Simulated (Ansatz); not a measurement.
# Ti3Sn: the cost of one run

Program: Ansatz 0.2.0, driven from Python. Level of theory: DFT PBEsol+D3(BJ), plane waves, PAW. These are calculated values, not measurements.

### Step 1. The structure

Symmetry: Fm-3m, No. 225, cubic system. The conventional cell has a = 6.610 Å, b = 6.610 Å, c = 6.610 Å, α = 90.00°, β = 90.00°, γ = 90.00°. Around Ti (site symmetry -43m) lie 4 Ti at 2.86 Å and 4 Sn at 2.86 Å. Around Ti (site symmetry m-3m) lie 8 Ti at 2.86 Å. Sn (site symmetry m-3m) is surrounded by 8 Ti at 2.86 Å.

Input file ti3sn.cif:

```cif
data_Ti3Sn
_cell_length_a 4.674259
_cell_length_b 4.674259
_cell_length_c 4.674259
_cell_angle_alpha 60.00000
_cell_angle_beta 60.00000
_cell_angle_gamma 60.00000
_symmetry_space_group_name_H-M 'P 1'
_symmetry_Int_Tables_number 1
loop_
_symmetry_equiv_pos_as_xyz
'x, y, z'
loop_
_atom_site_label
_atom_site_type_symbol
_atom_site_fract_x
_atom_site_fract_y
_atom_site_fract_z
Ti1 Ti    0.750000    0.750000    0.750000
Ti2 Ti    0.250000    0.250000    0.250000
Ti3 Ti    0.000000    0.000000    0.000000
Sn4 Sn    0.500000    0.500000    0.500000
```

### Step 2. The script

ti3sn.py reads:

```python
"""Convergence of Ti3Sn with the plane-wave cutoff."""

import argparse

import ansatz
from ase.io import read
import matplotlib.pyplot as plt

parser = argparse.ArgumentParser(description="Convergence of Ti3Sn with the plane-wave cutoff.")
parser.add_argument("--xc", required=True, help="exchange-correlation functional")
parser.add_argument("--vdw", required=True, help="dispersion correction")
parser.add_argument("--kmesh", type=int, nargs=3, required=True, help="k-point sampling")
parser.add_argument("--occupations", required=True, help="how the bands are filled")
parser.add_argument("--smearing-width", type=float, required=True, help="smearing width (eV)")
args = parser.parse_args()

atoms = read("ti3sn.cif")
structure = ansatz.Crystal.from_ase(atoms)

base = (
    structure.calculation()
    .functional(args.xc, dispersion=args.vdw)
    .kpoints(mesh=args.kmesh)
    .occupations(args.occupations, width=args.smearing_width)
    .stress()
)

rows = []
for value in [250, 350, 450, 550, 650, 750]:
    data = base.basis(value).run().report
    rows.append((value, data["free_energy_ev"] / len(data["lattice"]["sites"]), data["n_iterations"], sum(data["stress_gpa"][i][i] for i in range(3)) / 3, data["n_pw"]))

print(" cutoff (eV)   F/atom (eV)    iterations       P (GPa)   plane waves")
for row in rows:
    print(f"{str(row[0]):>12s}  {row[1]:12.5f}  {row[2]:12d}  {row[3]:12.3f}  {row[4]:12d}")

# the last row is the reference
for row in rows[:-1]:
    shift = 1000 * (row[1] - rows[-1][1])
    print(f"{row[0]}: {shift:+.2f} meV/atom" + ("  (within 2 meV)" if abs(shift) < 2 else ""))
plt.figure(figsize=(4.5, 3))
plt.plot([str(row[0]) for row in rows], [1000 * (row[1] - rows[-1][1]) for row in rows], "o-")
plt.xlabel("cutoff (eV)")
plt.ylabel("F - F(last) (meV/atom)")
plt.tight_layout()
plt.savefig("ecut.png", dpi=100)
```

### Step 3. What the engine is handed

The package turns the script's settings into the engine's input (first run):

```yaml
crystal:
  lattice:
    - [4.674259, 0.0, 0.0]
    - [2.3371295000000005, 4.048027037868047, 0.0]
    - [2.3371295000000005, 1.3493423459560157, 3.8165164918706513]
  atoms:
    - { symbol: Ti, position: [0.7500000000000001, 0.7499999999999999, 0.7500000000000001] }
    - { symbol: Ti, position: [0.25000000000000006, 0.25, 0.25] }
    - { symbol: Ti, position: [0.0, 0.0, 0.0] }
    - { symbol: Sn, position: [0.5000000000000001, 0.5, 0.5] }
basis:
  ecutwfc: 250.0
kpoints:
  mp_grid:
    grid: [6, 6, 6]
hamiltonian:
  xc: pbesol
  dispersion: d3bj
scf:
  occupations:
    method: cold
    width: 0.15
output:
  stress: true
```

### Step 4. The run

Started as:

```bash
> python ti3sn.py --xc PBEsol --vdw d3bj --kmesh 6 6 6 --occupations cold --smearing-width 0.15
```

What time and memory should one allow on 1 thread of Arm Neoverse V1, shared host?

About 20 s, with a peak of 0.58 GiB.
